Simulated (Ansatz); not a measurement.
# C2H8AlNO2: the cost of one run

The runs use Ansatz 0.2.0, Gaussian basis; the settings change from run to run.

### Step 1. The relaxed structure

The geometry comes from an earlier relaxation with PBE0-D4 in a triple-zeta def2 set; it is a stationary point, not always the lowest conformer.

SMILES `C[N](C)[Al]([OH])[OH]`, 14 atoms, charge 0, spin multiplicity 1.

Atoms are counted from 1 here; the program's logs count them from 0.

Bond lengths: C1–N2 1.440 Å, C1–H7 1.093 Å, C1–H8 1.100 Å, C1–H9 1.100 Å, N2–C3 1.444 Å, N2–Al4 1.765 Å, C3–H10 1.092 Å, C3–H11 1.100 Å, C3–H12 1.100 Å, Al4–O5 1.695 Å, Al4–O6 1.693 Å, O5–H13 0.954 Å, O6–H14 0.955 Å. Angles: N2–C1–H7 111.1°, N2–C1–H8 111.8°, N2–C1–H9 111.8°, H7–C1–H8 107.4°, H7–C1–H9 107.4°, H8–C1–H9 107.1°, C1–N2–C3 112.6°, C1–N2–Al4 124.8°, C3–N2–Al4 122.7°, N2–C3–H10 110.7°, N2–C3–H11 111.5°, N2–C3–H12 111.5°, H10–C3–H11 107.9°, H10–C3–H12 107.9°, H11–C3–H12 107.1°, N2–Al4–O5 124.0°, N2–Al4–O6 117.1°, O5–Al4–O6 118.9° and more.

### Step 2. B3LYP5/def2-mTZVPP

This run has high accuracy, the search for lower states set to full.

Input file in.yaml:

```yaml
crystal:
  periodic: [false, false, false]
  atoms:
    - {symbol: C, position_ang: [-1.636303, -0.044645, 0.241040]}
    - {symbol: N, position_ang: [-0.268990, -0.161900, -0.194350]}
    - {symbol: C, position_ang: [-0.138405, -0.930823, -1.409463]}
    - {symbol: Al, position_ang: [1.117557, 0.543172, 0.640393]}
    - {symbol: O, position_ang: [1.003375, 1.457425, 2.062589]}
    - {symbol: O, position_ang: [2.644888, 0.276012, -0.040398]}
    - {symbol: H, position_ang: [-1.708175, 0.539464, 1.162532]}
    - {symbol: H, position_ang: [-2.264254, 0.452284, -0.513320]}
    - {symbol: H, position_ang: [-2.087421, -1.028252, 0.439347]}
    - {symbol: H, position_ang: [0.908418, -1.001224, -1.711202]}
    - {symbol: H, position_ang: [-0.522523, -1.953731, -1.283316]}
    - {symbol: H, position_ang: [-0.698476, -0.474023, -2.238614]}
    - {symbol: H, position_ang: [0.195034, 1.671012, 2.521762]}
    - {symbol: H, position_ang: [3.442273, 0.626031, 0.351800]}
basis:
  gaussian: {orbitals: def2-mTZVPP}
hamiltonian: {xc: {name: B3LYP5}}
accuracy: high
scf: {lower_state_search: full}
output: {forces: true}
```

On the command line:

```bash
$ ansatz run in.yaml --threads 2 --pin off --events-out ev --progress --plain --max-ram 31744MiB --backend cpu
```

Q: Estimate wall time and peak memory on 2 threads of AMD EPYC 7R13, shared host.

About 15 s, with a peak of 1 GiB.
